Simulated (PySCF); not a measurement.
# C4H4ClFO2: the cost of one run

Programs: PySCF 2.14.0, with routines of our own; each step states its level. All values are computed. Atoms count from 0.

## 1. The system as given

12 atoms, charge 0, multiplicity 1; geometry from: GFN2-xTB.

## 2. Geometry optimisation at HF/def2-SVP

What the job is given:

```
{"job": {"xc": "HF", "basis": "def2-SVP", "grid": 1, "kind": "geom"}, "charge": 0, "multiplicity": 1}
C      2.217821    -0.162875    -0.623114
O      0.830553     0.020564    -0.887570
C     -0.012255    -0.004811     0.121146
F      0.543345    -0.211360     1.312632
C     -1.341730     0.164434    -0.024809
C     -2.251800     0.131181     1.090815
O     -2.039308    -0.034896     2.248588
Cl    -3.925009     0.389440     0.534767
H      2.707063    -0.103050    -1.591907
H      2.596186     0.620858     0.036724
H      2.403590    -1.138731    -0.169228
H     -1.727257     0.328560    -1.015194
```

On the command line:

```sh
$ OMP_NUM_THREADS=1 python excited_run.py task.json out
```

The driver reads the jobs from task.json and runs them one after another.

**Question.** How long does this first job take on 1 thread of Arm Neoverse V2, shared host, and how much memory does it need?

About 30 s, with a peak of 0.53 GiB.
